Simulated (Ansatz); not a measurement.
# Ga4Sb3As: the cost of one run

Method: DFT PBE, scalar-relativistic, plane waves, PAW, in Ansatz 0.2.0.

1 further run of the same task is left out (set aside as unsound or not needed).

## 1. The system as given

The structure is orthorhombic, space group Pmm2 (No. 25). The conventional cell has a = 4.314 Å, b = 8.629 Å, c = 6.093 Å, α = 90.00°, β = 90.00°, γ = 90.00°. Around Ga (site symmetry m) lie 1 As at 2.51 Å and 3 Sb at 2.67 to 2.71 Å. Around Ga (site symmetry mm2) lie 4 Sb at 2.66 to 2.67 Å. Ga (site symmetry mm2) is surrounded by 2 As at 2.56 Å and 2 Sb at 2.68 Å. Around Sb (site symmetry m) lie 4 Ga at 2.66 to 2.68 Å. Sb (site symmetry mm2) has 4 Ga at 2.67 to 2.71 Å as nearest neighbours. Around As (site symmetry mm2) lie 4 Ga at 2.51 to 2.56 Å.

Structure file:

```
Ga Sb As
1.0
     4.31386    0.00000    0.00000
     0.00000    8.62890    0.00000
     0.00000    0.00000    6.09263
Ga Sb As
4 3 1
Cartesian
  0.0000 6.5886 0.0521
  2.1569 4.3145 3.0948
  0.0000 2.0403 0.0521
  2.1569 0.0000 2.8998
  2.1569 6.5346 4.5685
  0.0000 4.3145 1.5223
  2.1569 2.0943 4.5685
  0.0000 0.0000 1.5199
```

The cell was relaxed beforehand at this level, from a generated guess; it needn't be the stable form of this composition. At a tolerance of 0.05 Å it has space group Pmm2 (No. 25); it has 28.35 Å³/atom, an uncorrected energy of -0.20 eV/atom over the elements.

## 2. Electronic structure at the relaxed geometry

input.yaml reads:

```yaml
crystal:
  lattice:
    - [4.3138581058, 0.0, 0.0]
    - [0.0, 8.6289020512, 0.0]
    - [0.0, 0.0, 6.0926323212]
  atoms:
    - { symbol: Ga, position: [0.0, 0.763555354, 0.0085448274] }
    - { symbol: Ga, position: [0.5, 0.5, 0.5079637039] }
    - { symbol: Ga, position: [0.0, 0.236444646, 0.0085448274] }
    - { symbol: Ga, position: [0.5, 0.0, 0.4759492068] }
    - { symbol: Sb, position: [0.5, 0.757289194, 0.74983581] }
    - { symbol: Sb, position: [0.0, 0.5, 0.2498650565] }
    - { symbol: Sb, position: [0.5, 0.242710806, 0.74983581] }
    - { symbol: As, position: [0.0, 0.0, 0.249460758] }
basis:
  ecutwfc: 420
kpoints:
  mp_grid: { grid: [10, 6, 6] }
  band_path:
    path:
      - [[0.0, 0.0, 0.0], [0.5, 0.0, 0.0], [0.5, 0.5, 0.0], [0.0, 0.5, 0.0], [0.0, 0.0, 0.0], [0.0, 0.0, 0.5], [0.5, 0.0, 0.5], [0.5, 0.5, 0.5], [0.0, 0.5, 0.5], [0.0, 0.0, 0.5]]
      - [[0.5, 0.0, 0.0], [0.5, 0.0, 0.5]]
      - [[0.0, 0.5, 0.0], [0.0, 0.5, 0.5]]
      - [[0.5, 0.5, 0.0], [0.5, 0.5, 0.5]]
    npoints: 14
hamiltonian:
  xc: pbe
scf:
  occupations: { method: gaussian, width: 0.1 }
  n_extra_bands: 20
output:
  forces: true
  stress: true
  eigenvalues: true
  populations: true
  dos: { projected: true, de: 0.02, nscf_kmesh: { grid: [12, 8, 8] } }
  bader: true
  write_density: true
  write_potential: true
  elf: true
  volumetric_format: npy
```

Started as:

```
$ ansatz run input.yaml --threads 1 --pin off --max-ram 2560MiB --backend cpu --events-out ev --progress --plain --runs-dir out
```

**Question.** How long does this run take on 1 thread of Intel Xeon Platinum 8488C (Sapphire Rapids), shared host, and how much memory does it need?

About 6.6 min, with a peak of 2 GiB.
